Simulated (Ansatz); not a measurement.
# VB26N27 (Qingsongite): the cost of one run

Method: DFT, PBE, plane-wave PAW, default files, scalar-relativistic, as far as a step names no other, in Ansatz 0.2.0.

### 1 The structure to begin with

Symmetry: F-43m, No. 216, cubic system. Conventional cell: a = 10.845 Å, b = 10.845 Å, c = 10.845 Å, α = 90.00°, β = 90.00°, γ = 90.00°. V (site symmetry -43m) is surrounded by 4 N at 1.57 Å. Around B (site symmetry m) lie 4 N at 1.57 Å. Around B (site symmetry 3m) lie 4 N at 1.57 Å. Around B (site symmetry 2mm) lie 4 N at 1.57 Å. Around N (site symmetry 3m) lie 1 V at 1.57 Å and 3 B at 1.57 Å. N (site symmetry 2mm) has 4 B at 1.57 Å as nearest neighbours. Around N (site symmetry m) lie 4 B at 1.57 Å. Only part of the 10 independent sites is listed.

Structure file:

```cif
data_structure
_symmetry_space_group_name_H-M 'F-43m'
_symmetry_Int_Tables_number 216
_cell_length_a 10.8450
_cell_length_b 10.8450
_cell_length_c 10.8450
_cell_angle_alpha 90.000
_cell_angle_beta 90.000
_cell_angle_gamma 90.000
_cell_volume 1275.52
loop_
_atom_site_label
_atom_site_type_symbol
_atom_site_symmetry_multiplicity
_atom_site_Wyckoff_symbol
_atom_site_fract_x
_atom_site_fract_y
_atom_site_fract_z
_atom_site_occupancy
V1 V 4 a 0.00000 0.00000 0.00000 1
B1 B 48 h 0.16667 0.00000 0.16667 1
B2 B 16 e 0.83333 0.33333 0.16667 1
B3 B 16 e 0.16667 0.16667 0.33333 1
B4 B 24 f 0.50000 0.16667 0.00000 1
N1 N 16 e 0.08333 0.41667 0.58333 1
N2 N 24 g 0.25000 0.41667 0.75000 1
N3 N 48 h 0.58333 0.25000 0.91667 1
N4 N 16 e 0.41667 0.08333 0.91667 1
N5 N 4 c 0.25000 0.25000 0.25000 1
```

Atom 1 of the input is the impurity.

### 2 Single point at the given positions

File input.yaml:

```yaml
crystal:
  lattice:
    - [0.0, 5.4225, 5.4225]
    - [5.4225, 0.0, 5.4225]
    - [5.4225, 5.4225, 0.0]
  atoms:
    - { symbol: V, position: [0.0, 0.0, 0.0], spin: 2.0 }
    - { symbol: B, position: [0.0, 0.0, 0.3333333333] }
    - { symbol: B, position: [0.0, 0.0, 0.6666666667] }
    - { symbol: B, position: [0.0, 0.3333333333, 0.0] }
    - { symbol: B, position: [0.0, 0.3333333333, 0.3333333333] }
    - { symbol: B, position: [0.0, 0.3333333333, 0.6666666667] }
    - { symbol: B, position: [0.0, 0.6666666667, 0.0] }
    - { symbol: B, position: [0.0, 0.6666666667, 0.3333333333] }
    - { symbol: B, position: [0.0, 0.6666666667, 0.6666666667] }
    - { symbol: B, position: [0.3333333333, 0.0, 0.0] }
    - { symbol: B, position: [0.3333333333, 0.0, 0.3333333333] }
    - { symbol: B, position: [0.3333333333, 0.0, 0.6666666667] }
    - { symbol: B, position: [0.3333333333, 0.3333333333, 0.0] }
    - { symbol: B, position: [0.3333333333, 0.3333333333, 0.3333333333] }
    - { symbol: B, position: [0.3333333333, 0.3333333333, 0.6666666667] }
    - { symbol: B, position: [0.3333333333, 0.6666666667, 0.0] }
    - { symbol: B, position: [0.3333333333, 0.6666666667, 0.3333333333] }
    - { symbol: B, position: [0.3333333333, 0.6666666667, 0.6666666667] }
    - { symbol: B, position: [0.6666666667, 0.0, 0.0] }
    - { symbol: B, position: [0.6666666667, 0.0, 0.3333333333] }
    - { symbol: B, position: [0.6666666667, 0.0, 0.6666666667] }
    - { symbol: B, position: [0.6666666667, 0.3333333333, 0.0] }
    - { symbol: B, position: [0.6666666667, 0.3333333333, 0.3333333333] }
    - { symbol: B, position: [0.6666666667, 0.3333333333, 0.6666666667] }
    - { symbol: B, position: [0.6666666667, 0.6666666667, 0.0] }
    - { symbol: B, position: [0.6666666667, 0.6666666667, 0.3333333333] }
    - { symbol: B, position: [0.6666666667, 0.6666666667, 0.6666666667] }
    - { symbol: "N", position: [0.0833333333, 0.0833333333, 0.0833333333] }
    - { symbol: "N", position: [0.0833333333, 0.0833333333, 0.4166666667] }
    - { symbol: "N", position: [0.0833333333, 0.0833333333, 0.75] }
    - { symbol: "N", position: [0.0833333333, 0.4166666667, 0.0833333333] }
    - { symbol: "N", position: [0.0833333333, 0.4166666667, 0.4166666667] }
    - { symbol: "N", position: [0.0833333333, 0.4166666667, 0.75] }
    - { symbol: "N", position: [0.0833333333, 0.75, 0.0833333333] }
    - { symbol: "N", position: [0.0833333333, 0.75, 0.4166666667] }
    - { symbol: "N", position: [0.0833333333, 0.75, 0.75] }
    - { symbol: "N", position: [0.4166666667, 0.0833333333, 0.0833333333] }
    - { symbol: "N", position: [0.4166666667, 0.0833333333, 0.4166666667] }
    - { symbol: "N", position: [0.4166666667, 0.0833333333, 0.75] }
    - { symbol: "N", position: [0.4166666667, 0.4166666667, 0.0833333333] }
    - { symbol: "N", position: [0.4166666667, 0.4166666667, 0.4166666667] }
    - { symbol: "N", position: [0.4166666667, 0.4166666667, 0.75] }
    - { symbol: "N", position: [0.4166666667, 0.75, 0.0833333333] }
    - { symbol: "N", position: [0.4166666667, 0.75, 0.4166666667] }
    - { symbol: "N", position: [0.4166666667, 0.75, 0.75] }
    - { symbol: "N", position: [0.75, 0.0833333333, 0.0833333333] }
    - { symbol: "N", position: [0.75, 0.0833333333, 0.4166666667] }
    - { symbol: "N", position: [0.75, 0.0833333333, 0.75] }
    - { symbol: "N", position: [0.75, 0.4166666667, 0.0833333333] }
    - { symbol: "N", position: [0.75, 0.4166666667, 0.4166666667] }
    - { symbol: "N", position: [0.75, 0.4166666667, 0.75] }
    - { symbol: "N", position: [0.75, 0.75, 0.0833333333] }
    - { symbol: "N", position: [0.75, 0.75, 0.4166666667] }
    - { symbol: "N", position: [0.75, 0.75, 0.75] }
magnetization:
  spin_polarized: true
kpoints:
  mp_grid: { grid: [3, 3, 3] }
scf:
  occupations: { method: fermi_dirac, width: 0.01 }
hamiltonian:
  xc: pbe
  pseudopotentials: { kind: paw }
output:
  forces: true
  stress: true
  populations: true
  efg:
    quadrupole_moments_barn: { V: -0.052, B: 0.04059, "N": 0.02044 }
    contact_densities: true
  write_density: true
  write_potential: true
  elf: true
  volumetric_format: npy
```

On the command line:

```
ansatz run input.yaml --threads 1 --pin off --max-ram 3072MiB --backend cpu --events-out ev --progress --plain --runs-dir out
```

Q: Estimate wall time and peak memory on 1 thread of Arm Neoverse V1, shared host.

About 2.1 min, with a peak of 0.96 GiB.
